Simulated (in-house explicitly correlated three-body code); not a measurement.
# Two electrons around a charge of +3.7: exact states and exact Kohn–Sham parts

An exercise on one series of results from a longer session: the logs are not shown, and one member is left open.

The numbers are computed with in-house explicitly correlated three-body code version 1 (two electrons, non-relativistic, variational in exponentially correlated functions), except any that are marked as measured or tabulated.

**What is computed**

- charge of the centre: +3.7
- mass of the centre: infinite
- interactions: Coulomb
- basis: 260 functions exp(−a r1 − b r2 − g r12) a state, exponent ranges optimised
- units: hartree and bohr; relativity and QED are left out

Set-up of the first run:

Settings:

```ini
Z = 3.7
interaction_strength = 1.0
functions = 260
states_tried = 13
```

Launch:

```bash
$ python run_hyl.py task.json out
```

One of the session's tables, all rows but one given; the rest of the session is left out.

It belongs to the step «The bound states». 

```
state  binding (eV)  excitation (eV)  ⟨r12⟩ (bohr)
 1 ¹S       127.564                0        0.6761
 2 ³S       28.9785          98.5859         1.984
 2 ¹S       26.2719          101.292         2.151
 2 ³P             ?                ?             ?
 2 ¹P       24.4745          103.090         1.921
 3 ³S       12.1585          115.406         4.570
 3 ¹S       11.4445          116.120         4.839
 3 ³P       11.3652          116.199         4.508
 3 ¹P       10.9279          116.636         4.690
 4 ³S       6.66374          120.901         8.292
 4 ¹S       6.37607          121.188         8.656
 4 ³P       6.34349          121.221         8.332
 4 ¹P       6.16071          121.404         8.584
```

**Question.** Estimate the row for 2 ³P.

The run gave: binding (eV): 25.9709; excitation (eV): 101.594; ⟨r12⟩ (bohr): 1.830. In the column «binding (eV)» it lies between 2 ¹P (24.4745) and 2 ¹S (26.2719).
